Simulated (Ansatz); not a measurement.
# Br2H2Si, SMILES Br[SiH2]Br: vertical and adiabatic energies of changing the electron count

Computed with the Ansatz DFT code, driven from Python.

Run as a notebook:

In [1]:
```python
import warnings

import ansatz as az
import numpy as np
```

In [2]:
```python
BASIS = "def2-SVP"
XC = "CAM-B3LYP"
NET_CHARGE = 1
```

In [3]:
```python
warnings.simplefilter("ignore", az.DeckWarning)
```

In [4]:
```python
geometry_ang = [
    ("Br", [-1.6847, -1.228, 0.3552]),
    ("Si", [0.1436, -0.0587, 0.0495]),
    ("Br", [-0.3233, 1.8153, -1.0616]),
    ("H", [1.1746, -0.8689, -0.7394]),
    ("H", [0.7397, 0.2666, 1.3548]),
]
system = az.Crystal.molecule()
for symbol, xyz in geometry_ang:
    system = system.atom(symbol, xyz)
```

In [5]:
```python
job = system.calculation().basis(gaussian=BASIS).functional(XC)
symbols = [site.symbol for site in system.cartesian_sites]
start = np.array([site.position_ang for site in system.cartesian_sites], dtype=float)
summary = job.relax(force_tolerance=0.01).run(threads=1).report
end = np.array(summary["positions_ang"])
```

In [6]:
```python
minimum = az.Crystal.molecule()
for symbol, place in zip(symbols, end):
    minimum = minimum.atom(symbol, place.tolist())
ion = minimum.calculation().basis(gaussian=BASIS).functional(XC).charge(NET_CHARGE).spin("collinear", total=1)
vertical = ion.run(threads=1).report
settled = ion.relax(force_tolerance=0.01, max_steps=80).run(threads=1).report
print(f"vertical ionisation energy   {vertical['free_energy_ev'] - summary['free_energy_ev']:.3f} eV")
print(f"adiabatic, no zero point     {settled['free_energy_ev'] - summary['free_energy_ev']:.3f} eV")
print(f"relaxation energy of the ion {vertical['free_energy_ev'] - settled['free_energy_ev']:.3f} eV")
ionised = np.array(settled["positions_ang"])
print("final positions (A) and the move of each atom")
for symbol, xyz, old in zip(symbols, ionised, end):
    print(f"{symbol:2s} {xyz[0]:10.5f} {xyz[1]:10.5f} {xyz[2]:10.5f}   {np.linalg.norm(xyz - old):7.4f}")
```
```text
vertical ionisation energy   10.879 eV
adiabatic, no zero point     10.756 eV
relaxation energy of the ion 0.122 eV
final positions (A) and the move of each atom
Br   -1.69940   -1.29278    0.36806    0.0441
Si    0.15451   -0.24047    0.14144    0.2040
Br   -0.21511    1.84075   -1.05957    0.0760
H     1.10994   -0.78841   -0.84474    0.1115
H     0.69996    0.40722    1.35332    0.1115
```

These settings explore the input space; basis and method may be short of convergence. The energies are electronic: no zero-point or thermal terms, and the basis set is short of its limit. The product may relax into another structure. The relaxation finds the nearest minimum, so the adiabatic value is an upper bound. Hardware and time: 3.8 min on 1 thread of Arm Neoverse V2, on a shared host, peak memory 0.52 GiB.

(Lines on the test bed's own set-up are left out of the output.)
